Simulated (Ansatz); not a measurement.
# ScNb under changes of volume

One of the cells (20.641 Å³/atom); the others are scaled copies at fixed shape and fractional positions:

```
Nb Sc
1.0
     3.06564    0.00000    0.00000
    -1.53282    2.65493    0.00000
     0.00000    0.00000    5.07219
Nb Sc
1 1
Direct
  0.33333 0.66667 0.50000
  0.00000 0.00000 0.00000
```

The cell comes from a database or a generator and needn't be the stable form of this composition.

- Program: Ansatz 0.2.0
- Functional: PBE
- Potentials or basis: Ansatz PAW earlier set
- Cutoff: 708 eV (not typed: the program's choice for these potentials)
- k mesh: 10 × 10 × 5
- Occupations: fermi-dirac, width 0.05 eV
- Spin: no spin polarisation

| volume (Å³/atom) | energy over the lowest point (meV/atom) | pressure (GPa) |
| --- | --- | --- |
| 19.403 | ? | ? |
| 19.816 | 10.36 | 4.3 |
| 20.229 | 2.33 | 2.0 |
| 20.641 | 0.00 | -0.2 |
| 21.054 | 2.92 | -2.1 |
| 21.467 | 10.64 | -3.9 |
| 21.880 | 22.74 | -5.5 |

What does the run at 19.403 Å³/atom give?

Energy over the lowest point 24.60 meV/atom; pressure 6.8 GPa.

Worked out: A Birch-Murnaghan fit of order 3 (a polynomial in V^(-2/3)) to the other rows has its minimum at 20.61 Å³/atom with B0 = V·E''(V) = 102 GPa and B' = 3.4 at fixed shape and positions, which overstates the stiffness. It gives 24.66 meV/atom at 19.403 Å³/atom, against the run's 24.60, and -dE/dV = 6.8 GPa, against 6.8.

Energies are extrapolated to zero smearing.
